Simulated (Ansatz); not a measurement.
The same calculation of ClFH2NSi, SMILES N[Si](F)Cl as a Python script and as an input file (the Ansatz DFT code, driven from Python).

Script `energy_clfh2nsi.py`:
```python
"""Single point of ClFH2NSi in a Gaussian basis."""

import ansatz as az
import numpy as np

params = {
    "basis": "aug-cc-pVDZ",
    "level": "mp2",
}

clfh2nsi = (
    az.Crystal.molecule()
    .atom("N", (-0.5585, 0.7071, -0.3629))
    .atom("Si", (0.4132, -0.5951, -0.5909))
    .atom("F", (1.719, -0.1711, 0.1772))
    .atom("Cl", (-0.3783, -2.1316, 0.4215))
    .atom("H", (-1.1456, 0.5699, 0.4523))
    .atom("H", (-0.0076, 1.5568, -0.1435))
)

calc = (
    clfh2nsi.calculation()
    .basis(gaussian=params["basis"])
    .correlation(params["level"])  # correlation on top of the mean field
    .spin("collinear", total=1)
    .forces()  # minus the gradient of the free energy
)
outcome = calc.run(threads=1)
data = outcome.report

print(f"E = {data['free_energy_ev']:.6f} eV = {data['free_energy_ev'] / 27.211386246:.7f} Ha")
print("converged:", data["converged"], " doubts:", data["published_state_doubts"] or "none")

parts = data["correlation"]
for name in ("random_phase", "coupled_cluster", "perturbative"):
    if name in parts:
        print(f"{name:16s} {parts[name]['energy']['hartree']:12.7f} Ha")
if "second_order" in parts:
    pair = parts["second_order"]
    print(f"MP2 same spin {pair['same_spin']['hartree']:.7f} Ha, opposite spin {pair['opposite_spin']['hartree']:.7f} Ha")

state = data["mean_field"]["state"]
print(f"mean field: {state['energy']['hartree']:.7f} Ha, <S^2> = {abs(state['spin_squared']):.4f}, stability: {state.get('stability', {}).get('kind')}")

symbols = [site.symbol for site in clfh2nsi.cartesian_sites]
print("forces (eV/A)")
for symbol, f in zip(symbols, data["forces_ev_ang"]):
    print(f"  {symbol:2s} {f[0]:9.4f} {f[1]:9.4f} {f[2]:9.4f}")

charges = data["charge_distribution"]
print("dipole moment", round(4.803205 * float(np.linalg.norm(charges["dipole_moment_e_ang"])), 3), "D")
print("Mulliken:", [(s, round(q, 3)) for s, q in zip(symbols, charges["mulliken_charges_e"])])
```

```console
$ python energy_clfh2nsi.py
E = -24604.757415 eV = -904.2081573 Ha
converged: True  doubts: none
MP2 same spin -0.1643191 Ha, opposite spin -0.4429656 Ha
mean field: -903.6008726 Ha, <S^2> = 0.7526, stability: minimum
forces (eV/A)
  N    -1.8793    3.4936    0.5987
  Si    0.4025   -1.8613   -2.1199
  F     3.2849    0.4163    1.1853
  Cl   -0.8011   -1.7275    0.7285
  H    -0.5962    0.0471    0.0674
  H    -0.4109   -0.3682   -0.4599
dipole moment 1.215 D
Mulliken: [('N', -0.381), ('Si', 1.322), ('F', -0.62), ('Cl', -0.375), ('H', 0.013), ('H', 0.041)]
```

`input.yaml`:
```yaml
crystal:
  periodic: [false, false, false]
  atoms:
    - { symbol: "N", position_ang: [-0.5585, 0.7071, -0.3629] }
    - { symbol: Si, position_ang: [0.4132, -0.5951, -0.5909] }
    - { symbol: F, position_ang: [1.719, -0.1711, 0.1772] }
    - { symbol: Cl, position_ang: [-0.3783, -2.1316, 0.4215] }
    - { symbol: H, position_ang: [-1.1456, 0.5699, 0.4523] }
    - { symbol: H, position_ang: [-0.0076, 1.5568, -0.1435] }
basis:
  gaussian: { orbitals: aug-cc-pVDZ }
magnetization:
  spin_polarized: true
  initial_magnetization: 1.0
correlation:
  method: mp2
output:
  forces: true
```

The program run on that file:
```console
$ ansatz run input.yaml --threads 1 --pin off --max-ram 4096MiB --backend cpu --events-out ev --progress --plain --runs-dir out
Engine: ansatz 0.2.0, x86_64-unknown-linux-gnu
Functional definition: HF
  exchange = exact_x
  correlation = 0
1151 factors; integrals over basis functions are off by at most 8.7e-4 eV
mean field evaluation 1: about -24584.3905 eV, gradient 2.9e1 eV
mean field evaluation 2: about -24584.3925 eV, gradient 2.9e1 eV
mean field evaluation 4: about -24588.1514 eV, gradient 2.4e0 eV
mean field evaluation 8: about -24588.2320 eV, gradient 1.3e-1 eV
mean field -24588.23235701 eV, -903.6008726175 hartree, gradient 2.8e-6 eV, S^2 0.752647; 0 other end points of the search recorded, 0 dependent functions left out
12 core orbitals not correlated: weight in the atoms' cores, before any rotation towards them, 1.000 or more for the frozen orbitals, at most 0.000 for the correlated occupied ones
reference -24588.23235701 eV, -903.6008726175 hartree; 13, 12 occupied and 93, 94 virtual orbitals, 1151 factors
second order -16.52505837 eV of doubles, -0.00000000 eV of singles
the calculation of the forces begins
Total energy: -24604.75741537 eV, -904.2081573113 hartree
Atom 0 at    -0.558500     0.707100    -0.362900 Å, force    -1.879302     3.493589     0.598692 eV/Å
Atom 1 at     0.413200    -0.595100    -0.590900 Å, force     0.402501    -1.861274    -2.119923 eV/Å
Atom 2 at     1.719000    -0.171100     0.177200 Å, force     3.284897     0.416301     1.185280 eV/Å
Atom 3 at    -0.378300    -2.131600     0.421500 Å, force    -0.801068    -1.727492     0.728459 eV/Å
Atom 4 at    -1.145600     0.569900     0.452300 Å, force    -0.596160     0.047090     0.067373 eV/Å
Atom 5 at    -0.007600     1.556800    -0.143500 Å, force    -0.410868    -0.368213    -0.459880 eV/Å
Dipole moment:    -0.090600     0.235443     0.019094 e Å
```

Notes:
- Total energies depend on the basis set; only differences at equal settings carry meaning.
- The geometry is a force-field or estimated start, not a minimum of this method, and the basis set is short of its limit.
- The species is open-shell (spin multiplicity 2).
- Mulliken charges are unreliable in a basis with diffuse functions.
- S² is that of the Hartree-Fock reference.
- Timing: 9.2 s on 1 thread of Intel(R) Xeon(R) 6975P-C (Granite Rapids), with other jobs on the host, peak memory 0.49 GiB.

(Lines on the test bed's own set-up are left out of the output.)
